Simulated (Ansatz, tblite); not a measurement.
# Si22H28 ring sphere (Si22H28): one state, many levels

How do method and basis change the picture of Si22H28 ring sphere (Si22H28) (singlet)?

The runs use Ansatz 0.2.0, Gaussian basis; as each input shows.

Plan: GFN1-xTB, GFN2-xTB, PBE-D4/def2-SVP, r2SCAN-D4/def2-SVP, B2PLYP/def2-SVP, ωB97M-V/def2-SVP, B97M-V/def2-SVP, r2SCAN-D4/def2-mTZVP, HF/STO-3G, HF/6-31G, B3LYP-D4/6-31G, MP2/def2-SVP, RPA/def2-SVP.

## (1) The structure

The singlet was relaxed beforehand with PBE-D4/def2-SVP.

50 atoms, charge 0, spin multiplicity 1.

Bond lengths: Si1–Si14 2.355 Å, Si1–Si15 2.353 Å, Si1–H23 1.509 Å, Si1–H24 1.509 Å, Si2–Si15 2.353 Å, Si2–Si16 2.355 Å, Si2–H25 1.509 Å, Si2–H26 1.509 Å, Si3–Si14 2.355 Å, Si3–Si17 2.354 Å, Si3–H27 1.509 Å, Si3–H28 1.509 Å, Si4–Si14 2.355 Å, Si4–Si18 2.353 Å, Si4–H29 1.509 Å, Si4–H30 1.509 Å, Si5–Si15 2.350 Å, Si5–Si18 2.350 Å and more. Angles: Si14–Si1–Si15 110.0°, Si14–Si1–H23 110.1°, Si14–Si1–H24 110.0°, Si15–Si1–H23 109.3°, Si15–Si1–H24 109.3°, H23–Si1–H24 108.2°, Si15–Si2–Si16 110.0°, Si15–Si2–H25 109.2°, Si15–Si2–H26 109.3°, Si16–Si2–H25 110.0°, Si16–Si2–H26 110.1°, H25–Si2–H26 108.2°, Si14–Si3–Si17 109.4°, Si14–Si3–H27 109.7°, Si14–Si3–H28 109.8°, Si17–Si3–H27 109.8°, Si17–Si3–H28 109.9°, H27–Si3–H28 108.2° and more.

PBE0-D4/def2-SVP was run before; its log isn't repeated, and its numbers join the tables.

## (2) GFN1-xTB

Tight binding, by tblite at 300 K electronic temperature and without a spin-polarisation term:

```python
tblite.interface.Calculator('GFN1-xTB', numbers, positions, charge=0, uhf=0).singlepoint()
```

Energy -1512.5107 eV, HOMO -11.17 eV, LUMO -8.56 eV; 0.41 s.

## (3) GFN2-xTB

Tight binding, by tblite at 300 K electronic temperature and without a spin-polarisation term:

```python
tblite.interface.Calculator('GFN2-xTB', numbers, positions, charge=0, uhf=0).singlepoint()
```

Energy -1413.2637 eV, HOMO -8.78 eV, LUMO -5.95 eV; 0.52 s.

## (4) PBE-D4/def2-SVP

start.molden holds the orbitals of an earlier run on this state, given as this run's starting guess.

Contents of in.yaml:

```yaml
crystal:
  periodic: [false, false, false]
  atoms:
    - {symbol: Si, position_ang: [-3.609462, -0.897572, -1.824087]}
    - {symbol: Si, position_ang: [-3.607409, 1.826913, 0.899144]}
    - {symbol: Si, position_ang: [-0.899175, -0.899060, -4.549528]}
    - {symbol: Si, position_ang: [-0.902638, -3.608766, -1.822267]}
    - {symbol: Si, position_ang: [-0.892656, -0.891777, 0.893708]}
    - {symbol: Si, position_ang: [1.822621, -3.609438, 0.900177]}
    - {symbol: Si, position_ang: [1.811806, -0.892323, -1.812906]}
    - {symbol: Si, position_ang: [1.825705, -0.898636, 3.608708]}
    - {symbol: Si, position_ang: [-0.889906, 1.812263, -1.813174]}
    - {symbol: Si, position_ang: [-0.895032, 4.550465, 0.896025]}
    - {symbol: Si, position_ang: [1.814260, 1.812168, 0.889434]}
    - {symbol: Si, position_ang: [-0.897203, 1.826793, 3.608273]}
    - {symbol: Si, position_ang: [4.549539, -0.900241, 0.896899]}
    - {symbol: Si, position_ang: [-2.261346, -2.259385, -3.192901]}
    - {symbol: Si, position_ang: [-2.257109, 0.460688, -0.459430]}
    - {symbol: Si, position_ang: [-2.257025, 3.195940, 2.258529]}
    - {symbol: Si, position_ang: [0.458865, 0.457732, -3.186392]}
    - {symbol: Si, position_ang: [0.458490, -2.257784, -0.459163]}
    - {symbol: Si, position_ang: [0.461193, 0.460822, 2.257487]}
    - {symbol: Si, position_ang: [3.193251, -2.260491, 2.259386]}
    - {symbol: Si, position_ang: [3.186157, 0.457254, -0.460293]}
    - {symbol: Si, position_ang: [0.461127, 3.185342, -0.460744]}
    - {symbol: H, position_ang: [-4.496023, -0.021744, -2.675585]}
    - {symbol: H, position_ang: [-4.492465, -1.756952, -0.952425]}
    - {symbol: H, position_ang: [-4.489641, 0.955811, 1.759895]}
    - {symbol: H, position_ang: [-4.494760, 2.678478, 0.024180]}
    - {symbol: H, position_ang: [-1.763227, -0.034296, -5.434456]}
    - {symbol: H, position_ang: [-0.035493, -1.763846, -5.434782]}
    - {symbol: H, position_ang: [-1.764272, -4.487901, -0.948906]}
    - {symbol: H, position_ang: [-0.029348, -4.499249, -2.672265]}
    - {symbol: H, position_ang: [-1.765554, -1.763756, 1.766844]}
    - {symbol: H, position_ang: [0.950090, -4.490097, 1.761089]}
    - {symbol: H, position_ang: [2.673091, -4.498390, 0.025782]}
    - {symbol: H, position_ang: [2.674770, -1.784972, -2.676013]}
    - {symbol: H, position_ang: [0.953522, -1.757953, 4.491253]}
    - {symbol: H, position_ang: [2.678220, -0.024203, 4.495673]}
    - {symbol: H, position_ang: [-1.781553, 2.676034, -2.676518]}
    - {symbol: H, position_ang: [-1.758827, 5.435761, 0.031393]}
    - {symbol: H, position_ang: [-0.030062, 5.435578, 1.759663]}
    - {symbol: H, position_ang: [2.678611, 2.675645, 1.780365]}
    - {symbol: H, position_ang: [-1.757905, 0.955386, 4.490243]}
    - {symbol: H, position_ang: [-0.022297, 2.678260, 4.495783]}
    - {symbol: H, position_ang: [5.434110, -1.765148, 0.032626]}
    - {symbol: H, position_ang: [5.435357, -0.036070, 1.760628]}
    - {symbol: H, position_ang: [-3.134535, -3.131800, -4.066647]}
    - {symbol: H, position_ang: [-3.128844, 4.071102, 3.130911]}
    - {symbol: H, position_ang: [1.342345, 1.340263, -4.039021]}
    - {symbol: H, position_ang: [4.067335, -3.133222, 3.131938]}
    - {symbol: H, position_ang: [4.038725, 1.339622, -1.344016]}
    - {symbol: H, position_ang: [1.344548, 4.036750, -1.344526]}
basis:
  gaussian: {orbitals: def2-SVP, fitting: {mean_field: def2-universal-jkfit}, initial_orbitals: start.molden}
hamiltonian: {xc: pbe, dispersion: d4}
scf: {omitted_lower_state_checks: [starts]}
output: {orbitals: {seedname: orbitals}}
```

Started as:

```console
ansatz run in.yaml --threads 2 --pin off --events-out ev --progress --plain --max-ram 32768MiB --backend cuda --devices 0, --max-vram 18GiB
```

After this run come: r2SCAN-D4/def2-SVP; B2PLYP/def2-SVP; ωB97M-V/def2-SVP; B97M-V/def2-SVP; r2SCAN-D4/def2-mTZVP; HF/STO-3G; HF/6-31G; B3LYP-D4/6-31G; MP2/def2-SVP; RPA/def2-SVP.

Before running them: what should the planned runs give, taken together? Wanted: gap in def2-SVP, named functionals, smallest and largest; correlation energy, MP2/def2-SVP; binding an atom, functionals in def2-SVP.

**Answer**, as computed:

| quantity | value |
| --- | --- |
| gap in def2-SVP, named functionals, smallest and largest | 4.07 eV (PBE-D4), 9.02 eV (ωB97M-V) |
| correlation energy, MP2/def2-SVP | -58.07 eV |
| binding an atom, functionals in def2-SVP | 3.32 (ωB97M-V) to 3.38 eV (B97M-V) |

**Reading.** Orbital gaps of the named functionals in def2-SVP span 4.07 eV (PBE-D4) to 9.02 eV (ωB97M-V); exact exchange widens it.
